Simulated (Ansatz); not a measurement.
# C2H4ClI (1-chloro-2-iodoethane) at HF/STO-3G

Aim: the energy change on altering one bond length of C2H4ClI (1-chloro-2-iodoethane) at HF/STO-3G, from 2 runs. 

The calculation is run with Ansatz 0.2.0.

18 further runs of the same task are left out: 18 set aside as unsound or not needed.

## (1) The structure to begin with

C2H4ClI has 8 atoms, charge 0, and is taken as a singlet. As SMILES, `ClCCI`. The coordinates come from a PBE0-D4/def2-TZVP relaxation. This is one conformer, not always the lowest.

Bond lengths: Cl1–C2 1.788 Å, C2–C3 1.502 Å, C3–I4 2.143 Å, C2–H5 1.088 Å, C2–H6 1.088 Å, C3–H7 1.087 Å, C3–H8 1.087 Å. Some angles: Cl1–C2–C3 109.1°, C2–C3–I4 109.5°, Cl1–C2–H5 107.2°, Cl1–C2–H6 107.2°, C3–C2–H5 111.9°, C3–C2–H6 111.9°, C2–C3–H7 112.2°, C2–C3–H8 112.2°, I4–C3–H7 106.3°, I4–C3–H8 106.3°.

## (2) The energy at HF/STO-3G

File in.yaml:

```yaml
crystal:
  periodic: [false, false, false]
  atoms:
    - {symbol: Cl, position_ang: [2.022830, -0.799650, -0.333200]}
    - {symbol: C, position_ang: [0.692220, 0.332980, 0.047660]}
    - {symbol: C, position_ang: [-0.618920, -0.390790, -0.067420]}
    - {symbol: I, position_ang: [-2.222210, 0.956660, 0.386880]}
    - {symbol: H, position_ang: [0.864230, 0.703020, 1.056620]}
    - {symbol: H, position_ang: [0.762530, 1.159680, -0.656710]}
    - {symbol: H, position_ang: [-0.699330, -1.210000, 0.642460]}
    - {symbol: H, position_ang: [-0.801350, -0.751900, -1.076290]}
basis:
  gaussian: {orbitals: STO-3G}
hamiltonian: {xc: hf}
accuracy: high
output: {orbitals: {seedname: orbitals}}
```

Run with:

```sh
ansatz run in.yaml --threads 1 --pin off --max-ram 2610MiB --events-out events.jsonl --progress --plain --runs-dir runs
```

The log of the run:

```text
Warning: RAYON_NUM_THREADS=1 ignored (pool sized by the plan → 1); use --threads N
Functional definition: HF
  name "HF"
  exchange = exact_x
  correlation = 0
825 factors; integrals over basis functions are off by at most 1.6e-8 eV
mean field evaluation 1: about -200882.8665 eV, gradient 2.5e1 eV
mean field evaluation 2: about -200883.0711 eV, gradient 2.5e1 eV
mean field evaluation 4: about -200885.7406 eV, gradient 1.5e0 eV
mean field evaluation 8: about -200885.7534 eV, gradient 1.5e-4 eV
mean field -200885.75336605 eV, -7382.4152709483 hartree, gradient 1.1e-8 eV, S^2 0.000000; 0 other end points of the search recorded, 0 dependent functions left out
reference -200885.75336605 eV, -7382.4152709483 hartree; 43, 43 occupied and 7, 7 virtual orbitals, 825 factors
Total energy: -200885.75336605 eV, -7382.4152709483 hartree
```

Run time: 1.1 s. Hardware: 1 thread of Arm Neoverse V1, shared host; peak memory 0.12 GiB.

## (3) The distorted shape, same level

File run.yaml:

```yaml
crystal:
  periodic: [false, false, false]
  atoms:
    - {symbol: Cl, position_ang: [2.034890, -0.676779, -0.439673]}
    - {symbol: C, position_ang: [0.704280, 0.455851, -0.058813]}
    - {symbol: C, position_ang: [-0.606860, -0.267919, -0.173893]}
    - {symbol: I, position_ang: [-2.210150, 1.079531, 0.280407]}
    - {symbol: H, position_ang: [0.876290, 0.825891, 0.950147]}
    - {symbol: H, position_ang: [0.774590, 1.282551, -0.763183]}
    - {symbol: H, position_ang: [-0.699330, -1.210000, 0.642460]}
    - {symbol: H, position_ang: [-0.789290, -0.629029, -1.182763]}
basis:
  gaussian:
    orbitals: STO-3G
hamiltonian:
  xc: hf
accuracy: high
output: {orbitals: {seedname: orbitals}}
```

Run with:

```sh
ansatz run run.yaml --threads 1 --pin off --max-ram 2610MiB --events-out events.jsonl --progress --plain --runs-dir runs
```

The log of the run:

```text
Warning: RAYON_NUM_THREADS=1 ignored (pool sized by the plan → 1); use --threads N
[... 4 set-up lines as earlier in the session ...]
824 factors; integrals over basis functions are off by at most 2.1e-8 eV
mean field evaluation 1: about -200882.2528 eV, gradient 2.5e1 eV
mean field evaluation 2: about -200882.4540 eV, gradient 2.5e1 eV
mean field evaluation 4: about -200885.2497 eV, gradient 1.6e0 eV
mean field evaluation 8: about -200885.2641 eV, gradient 2.4e-4 eV
mean field -200885.26414471 eV, -7382.3972923955 hartree, gradient 2.2e-8 eV, S^2 0.000000; 0 other end points of the search recorded, 0 dependent functions left out
reference -200885.26414471 eV, -7382.3972923955 hartree; 43, 43 occupied and 7, 7 virtual orbitals, 824 factors
Total energy: -200885.26414471 eV, -7382.3972923955 hartree
```

Wall time 1.1 s (1 thread of Arm Neoverse V1, shared host); peak memory 0.12 GiB.

## (4) Results

At HF/STO-3G:

| quantity | value |
| --- | --- |
| first shape: total energy | -7382.41527 Eh |
| first shape: HOMO energy | -7.82 eV |
| first shape: LUMO energy | 7.17 eV |
| first shape: HOMO–LUMO gap | 14.99 eV |
| distorted shape: total energy | -7382.39729 Eh |
| distorted shape: HOMO energy | -7.77 eV |
| distorted shape: LUMO energy | 7.22 eV |
| distorted shape: HOMO–LUMO gap | 14.99 eV |
| energy change with the C3–H7 bond stretched from 1.087 to 1.250 Å | 0.489 eV |

**Reading.** With the C3–H7 bond stretched from 1.087 to 1.250 Å the energy rises by 0.49 eV (11.3 kcal/mol). The first shape isn't relaxed at this level, so the change isn't measured from a minimum. The minimal basis adds a large error of its own. Relativity is left out (first shape) although the molecule holds a heavy atom. Relativity is left out (distorted shape) although the molecule holds a heavy atom.
